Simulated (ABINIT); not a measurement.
Wanted: the native input for an ABINIT 10.8.3 (patched build) run.

```
Task                : band structure
Functional          : PBEsol
Potentials or basis : JTH PAW PBE v2.0
Cutoff              : 408 eV
k mesh              : 10 × 10 × 4
Occupations         : fermi-dirac, width 0.05 eV
Spin                : no spin polarisation
Fine-grid cutoff    : 816.342 eV
```

Ti3Se:

```xyz
4
Lattice="3.1974 0.0000 0.0000 -1.5987 2.7691 0.0000 0.0000 0.0000 7.9427" Properties=species:S:1:pos:R:3 pbc="T T T"
Se    0.0000    0.0000    0.0000
Ti    1.5987    0.9230    3.9714
Ti    0.0000    1.8460    6.1390
Ti    0.0000    1.8460    1.8038
```

The cell comes from a database or a generator and needn't be the stable form of this composition.

These files were run (other wordings do the same):

run.abi

```
# Datasets: ground state, then fixed potential
ndtset 2

# Pseudopotentials
pp_dirpath "./"
pseudos "Se.GGA_PBE-JTH.xml, Ti.GGA_PBE-JTH.xml"

# Structure
acell 3*1.0
rprim
     6.0422964801     0.0000000000     0.0000000000
    -3.0211482401     5.2327822490     0.0000000000
     0.0000000000     0.0000000000    15.0096127277
ntypat 2
znucl 34 22
natom 4
typat 1 2 2 2
xred
     0.0000000000     0.0000000000     0.0000000000
     0.6666666667     0.3333333333     0.5000000000
     0.3333333333     0.6666666667     0.7729020000
     0.3333333333     0.6666666667     0.2270980000

# Plane-wave basis
ecut 15.0
pawecutdg 30.0
pawxcdev 0

# Exchange and correlation
ixc -116133

# Bands and occupations
occopt 3
tsmear 0.00183747

# SCF cycle
nstep 100

# Output
iomode 3
prtwf 0
prteig 0
prtebands 0
prtden1 1
prtvha1 1
prtvclmb1 1
prtpot1 1

# Dataset 1
kptopt1 1
ngkpt1 10 10 4
nshiftk1 1
shiftk1 0.0 0.0 0.0
nband1 26
tolvrs1 1.0e-9

# Dataset 2: bands along G-M-K-G-A-L-H-A
iscf2 -2
getden2 1
nband2 32
nbdbuf2 4
tolwfr2 1.0e-11
kptopt2 -7
ndivsm2 6
prteig2 1
prtvol2 -3
kptbounds2
     0.0000000000     0.0000000000     0.0000000000
     0.5000000000     0.0000000000     0.0000000000
     0.3333333333     0.3333333333     0.0000000000
     0.0000000000     0.0000000000     0.0000000000
     0.0000000000     0.0000000000     0.5000000000
     0.5000000000     0.0000000000     0.5000000000
     0.3333333333     0.3333333333     0.5000000000
     0.0000000000     0.0000000000     0.5000000000
```

Potentials or basis: JTH PAW PBE v2.0.

The run is started by

```bash
$ abinit run.abi > log 2>&1
```

Results of the run:

- Pressure: -4.1 GPa
- Largest force: 0.075 eV/Å
- Band gap on the k mesh: none (metal or under the smearing width)
- Valence electrons inside the program's atomic spheres: Se 4.11; Ti 10.06, 10.14

Caveat: the PAW data sets were made with another functional, which shifts forces and pressure a little.

Run time: 3.7 min on 1 thread of Arm Neoverse V1 (shared host), peak memory 0.17 GiB.
